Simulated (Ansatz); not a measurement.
# CH₆BNO (SMILES CB(N)O): a rigid scan of the bond length C1–H7

Aim: the energy along the bond length C1–H7, from CCSD(T) and from cheaper methods, relative to the minimum. No other atom is relaxed.

Program: Ansatz 0.2.0, Gaussian basis. Level of theory: single points in def2-TZVPP. These are calculated values, not measurements.

Levels: PBE-D4, r2SCAN-D4, PBE0-D4, B3LYP-D4, wB97M-V, Hartree-Fock, MP2, CCSD, CCSD(T). The scan takes 0.986, 1.008, 1.040, 1.078, 1.119, 1.164, 1.212, 1.262, 1.314 Å.

Cores are frozen in the correlated methods. B3LYP uses VWN-RPA correlation.

19 further runs of the same task are left out: 19 set aside as unsound or not needed.

## 1. Starting geometry

The minimum, relaxed at PBE0-D4: SMILES `CB(N)O`, 10 atoms, charge 0, spin multiplicity 1.

Atoms are counted from 1 here; the program's logs count them from 0.

Bond lengths: C1–B2 1.579 Å, C1–H5 1.095 Å, C1–H6 1.092 Å, C1–H7 1.095 Å, B2–N3 1.404 Å, B2–O4 1.379 Å, N3–H8 1.005 Å, N3–H9 1.002 Å, O4–H10 0.957 Å. Angles: B2–C1–H5 110.9°, B2–C1–H6 113.4°, B2–C1–H7 110.9°, H5–C1–H6 107.4°, H5–C1–H7 106.5°, H6–C1–H7 107.4°, C1–B2–N3 122.1°, C1–B2–O4 121.6°, N3–B2–O4 116.3°, B2–N3–H8 122.2°, B2–N3–H9 123.1°, H8–N3–H9 114.6°, B2–O4–H10 112.7°.

Coordinates:

```xyz
10
charge 0, multiplicity 1
C    -0.9688    0.7005   -0.1375
B     0.3649   -0.1430   -0.0976
N     0.6127   -1.0991    0.8996
O     1.3526    0.0215   -1.0459
H    -1.5065    0.5373   -1.0776
H    -1.6567    0.4637    0.6769
H    -0.7547    1.7732   -0.0833
H     1.4610   -1.6377    0.9268
H    -0.0344   -1.3013    1.6379
H     1.1298    0.6848   -1.6993
```

Energies of the minimum (eV), from earlier single points: PBE-D4 -5346.87031, r2SCAN-D4 -5350.55958, PBE0-D4 -5347.38180, B3LYP-D4 -5354.11018, wB97M-V -5351.28990, CCSD(T) -5342.90347.

At the minimum the bond length C1–H7 is 1.095 Å.

## 2. C1–H7 = 0.986 Å

Input file ccsdt-tzvpp/in.yaml:

```yaml
crystal:
  periodic: [false, false, false]
  atoms:
    - {symbol: C, position_ang: [-0.968838, 0.700537, -0.137491]}
    - {symbol: B, position_ang: [0.364890, -0.143030, -0.097626]}
    - {symbol: N, position_ang: [0.612711, -1.099060, 0.899574]}
    - {symbol: O, position_ang: [1.352589, 0.021524, -1.045865]}
    - {symbol: H, position_ang: [-1.506469, 0.537347, -1.077628]}
    - {symbol: H, position_ang: [-1.656673, 0.463691, 0.676899]}
    - {symbol: H, position_ang: [-0.776014, 1.666265, -0.088669]}
    - {symbol: H, position_ang: [1.460989, -1.637725, 0.926803]}
    - {symbol: H, position_ang: [-0.034352, -1.301332, 1.637871]}
    - {symbol: H, position_ang: [1.129807, 0.684815, -1.699296]}
basis:
  gaussian: {orbitals: def2-TZVPP}
correlation: {method: ccsd_t}
```

The command line of these runs was not kept.

After this run come: C1–H7 = 1.008 Å; C1–H7 = 1.040 Å; C1–H7 = 1.078 Å; C1–H7 = 1.119 Å; C1–H7 = 1.164 Å; C1–H7 = 1.212 Å; C1–H7 = 1.262 Å; C1–H7 = 1.314 Å.

Q: Predict the outcome of this session. Wanted: highest point, CCSD(T); lowest point, CCSD(T); minimum along the scan, CCSD(T); RMS deviation from CCSD(T); largest T1 diagnostic.

The runs gave:

| quantity | value |
| --- | --- |
| highest point, CCSD(T) | 524 meV at 1.314 Å |
| lowest point, CCSD(T) | 0 meV at 1.095 Å |
| minimum along the scan, CCSD(T) | 1.095 Å |
| curvature there | 32.7 eV/Å² |
| RMS deviation from CCSD(T) | PBE-D4 26, r2SCAN-D4 1, PBE0-D4 4, B3LYP-D4 3, wB97M-V 8, Hartree-Fock 35, MP2 18, CCSD 7 meV |
| largest T1 diagnostic | 0.011 |

What this shows: A polynomial through the near points puts the CCSD(T) minimum at the PBE0-D4 value. The well is lopsided: squeezing costs more than stretching by the same length. Curvature against CCSD(T): PBE-D4 -4 %, Hartree-Fock +7 %. r2SCAN-D4 follows the CCSD(T) curve best and Hartree-Fock worst.
